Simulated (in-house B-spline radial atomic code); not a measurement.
**Excited states and polarisability of La²¹⁺ by several methods**

One table from this session's results is given with a row withheld; the runs are named, their logs left out.

Program: in-house B-spline radial atomic code version 1. Level of theory: linear response of a closed shell, each method with its own adiabatic kernel; spin-free one-electron X2C, finite nucleus; B-spline basis; no spin-orbit coupling, no double excitations; only terms of natural parity, (−1)^L, with L up to 3 are computed. These are calculated values, not measurements, unless marked.

**What is computed**

| Property | Result |
| --- | --- |
| element | lanthanum (Z = 57) |
| charge | +21 |
| configuration | [Ar] 3d10 4s2 4p6 |
| runs | TDHF; PBE; ωB97X; PBEsol; exchange-only LDA; PBE0 |

Outer shells as boxes (Hund's rule):

La²¹⁺
```
[Ar] core
3d [↑↓][↑↓][↑↓][↑↓][↑↓]
4s [↑↓]
4p [↑↓][↑↓][↑↓]
```

Set-up of the first run:

Settings of the run:

```ini
Z = 57
electrons = 36.0
configuration = [Ar] 3d10 4s2 4p6
hamiltonian = x2c
method = hf
box_radius = 5.42
rms_radius = 4.855
intervals = 66
```

The run is started by

```console
python run_td.py task.json out
```

One command runs all members of the session, one after another, from task.json.

Steps of the session up to this table: TDHF.

One table of the session follows, with a row left open; its other results are not shown here.

It belongs to the step «TDHF». The states in eV; those that feel the box are left out:

| state | full (eV) | Tamm-Dancoff (eV) |
| --- | --- | --- |
| 4p→4d ³P | 98.983 | 99.180 |
| 4p→4d ³F | 100.89 | 101.54 |
| 4p→4d ¹F | 107.65 | 107.79 |
| 4p→4d ¹P | 127.96 | 131.33 |
| 4s→4d ³D | 182.31 | 182.43 |
| 4s→4d ¹D | 193.03 | 193.27 |
| 4p→4f ³D | 221.08 | 221.11 |
| 4p→4f ¹D | ? | ? |
| 4p→5s ³P | 284.01 | 284.04 |
| 4p→5s ¹P | 286.00 | 286.04 |
| 4s→4f ³F | 303.29 | 303.35 |
| 4s→4f ¹F | 307.62 | 307.66 |
| 4p→5p ³S | 310.86 | 310.91 |
| 4p→5p ³D | 315.30 | 315.33 |

Estimate the missing values for 4p→4f ¹D.

The run gave: full (eV): 229.90; Tamm-Dancoff (eV): 230.26. In the column «full (eV)» it lies between 4p→4f ³D (221.08) and 4p→5s ³P (284.01).
